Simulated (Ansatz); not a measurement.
# BeMg− (doublet): wave-function methods side by side at distance Be1–Mg2 = 3.235 Å, aug-cc-pVDZ

One table from this session's results is given with a row withheld; the runs are named, their logs left out.

Method: aug-cc-pVDZ, core rule «outside noble gas», up to 6 orbitals frozen; program: Ansatz 0.2.0, Gaussian basis.

To be run: UHF; CCSD(T) on ROHF; CCSD(T) on UHF; BCCD(T) on ROHF; CISD; CCSDT(Q) on ROHF; CCSDT(Q) on UHF; CASSCF and MRCISD+Q, 3 electrons in 3 orbitals; CASSCF and NEVPT2, 3 electrons in 3 orbitals; CASSCF and MRCISD+Q, 5 electrons in 8 orbitals; CASSCF and NEVPT2, 5 electrons in 8 orbitals; Full CI; Full CI in the symmetry of the determinant.

22 further runs of the same task are left out: 2 for a known fault of the program, 19 that didn't finish, 1 set aside as unsound or not needed.

**The geometry**

The geometry derives from a PBE0/def2-TZVPD stationary point (not a proven minimum). One bond is set to the value named and the two fragments are kept rigid.

2 atoms, charge -1, spin multiplicity 2.

Atoms are counted from 1 here; the program's logs count them from 0.

No contacts short enough for the rule that draws bonds.

The first run:

The input, in.yaml:

```yaml
crystal:
  periodic: [false, false, false]
  atoms:
    - {symbol: Be, position_ang: [0.000000, 0.000000, 0.000000]}
    - {symbol: Mg, position_ang: [0.000000, 0.000000, 3.235000]}
basis:
  gaussian: {orbitals: aug-cc-pVDZ}
total_charge: -1
magnetization: {spin_polarized: true, initial_magnetization: 1}
hamiltonian: {xc: hf}
output: {orbitals: {seedname: orbitals}}
```

Run with:

```bash
> ansatz run in.yaml --threads 1 --pin off --events-out ev --progress --plain --max-ram 2393MiB
```

Among the steps run: UHF; CCSD(T) on ROHF; CCSD(T) on UHF; BCCD(T) on ROHF; CISD; CCSDT(Q) on ROHF; CCSDT(Q) on UHF; CASSCF and MRCISD+Q, 3 electrons in 3 orbitals; CASSCF and NEVPT2, 3 electrons in 3 orbitals; CASSCF and MRCISD+Q, 5 electrons in 8 orbitals; CASSCF and NEVPT2, 5 electrons in 8 orbitals; Full CI; Full CI in the symmetry of the determinant.

One of the session's tables, all rows but one given; the rest of the session is left out.

It belongs to the step «Misses and costs». 

```
          method  from FCI (meV)
            UMP2          +932.6
           UCCSD          +171.2
        UCCSD(T)           +55.6
          UCCSDT            +9.5
       UCCSDT(Q)            +1.7
  CASSCF valence         +1114.8
  NEVPT2 valence          +396.0
  MRCISD valence               ?
MRCISD+Q valence           +22.2
             FCI               0
```

Q: Estimate the row for MRCISD valence from the others.

**Answer.** from FCI (meV): +97.3. In the column «from FCI (meV)» it lies between UCCSD(T) (+55.6) and UCCSD (+171.2).

Not comparable, so not listed: CASSCF and MRCISD+Q, 3 electrons in 3 orbitals (they don't share determinant, frozen orbitals or solution with the rows shown, or repeat one).

Caveats from the session: Left out of the table: CASSCF pair, NEVPT2 pair (the active space lost an orbital or holds another state than full CI finds). Left out of the table: ROHF, UHF, RMP2, CISD, RCCSD, RCCSD(T), BCCD(T), RCCSDT, RCCSDT(Q) (another determinant or state than the rows shown). Levels on UHF freeze UHF's core orbitals, full CI those of ROHF, so the U rows can settle a little off it for that reason alone. Warnings in the runs' records: passed over end.
